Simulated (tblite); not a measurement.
# C4H11AlSSi: the cost of one run

The runs use tblite 0.8.0 and PySCF 2.14.0, with density-fitted response routines of our own; the level of theory stands in each step. All values are computed, except where a source is named. Atoms are numbered from 0 throughout.

### Step 1. Starting geometry

18 atoms, charge 0, multiplicity 1; geometry from: force field or distance geometry start.

Bonds of the start (Å): Si0–S1 2.13, S1–C2 1.75, C2–C3 1.50, C3–C4 1.53, C4–Al5 2.02, Al5–C6 2.03, C6–C2 1.53, Si0–H7 1.47, Si0–H8 1.46, Si0–H9 1.47, C2–H10 1.13, C3–H11 1.13, C3–H12 1.10, C4–H13 1.11, C4–H14 1.08, Al5–H15 1.60, C6–H16 1.10, C6–H17 1.10.

### Step 2. Geometry optimisation with GFN2-xTB

What the job is given:

```
{"job": {"kind": "relax", "xc": "GFN2-xTB", "basis": "xTB"}, "charge": 0, "multiplicity": 1}
Si     3.162800     0.127800    -0.147300
S      1.581900    -0.449600    -1.456600
C     -0.045900    -0.098500    -0.907200
C     -0.731800    -1.162100    -0.093600
C     -2.228400    -0.967300    -0.322600
Al    -2.228500     1.004900     0.091800
C     -0.230100     1.226200    -0.165300
H      3.217900    -0.649300     1.101000
H      3.104100     1.566200     0.092400
H      4.426600    -0.132800    -0.845300
H     -0.707000     0.019100    -1.818800
H     -0.553200    -0.908600     0.988700
H     -0.419100    -2.186000    -0.327100
H     -2.389600    -1.149400    -1.402400
H     -2.857900    -1.528800     0.355500
H     -3.373900     1.976800    -0.453100
H      0.000200     2.099400    -0.785100
H      0.263000     1.218100     0.818600
```

Run with:

```console
> OMP_NUM_THREADS=1 python probes_run.py task.json out
```

One launch serves the whole session: the jobs run in the order shown.

**Question.** How long does this first job take on 1 thread of Arm Neoverse N1, shared host, and how much memory does it need?

About 1.3 s, with a peak of 0.18 GiB.
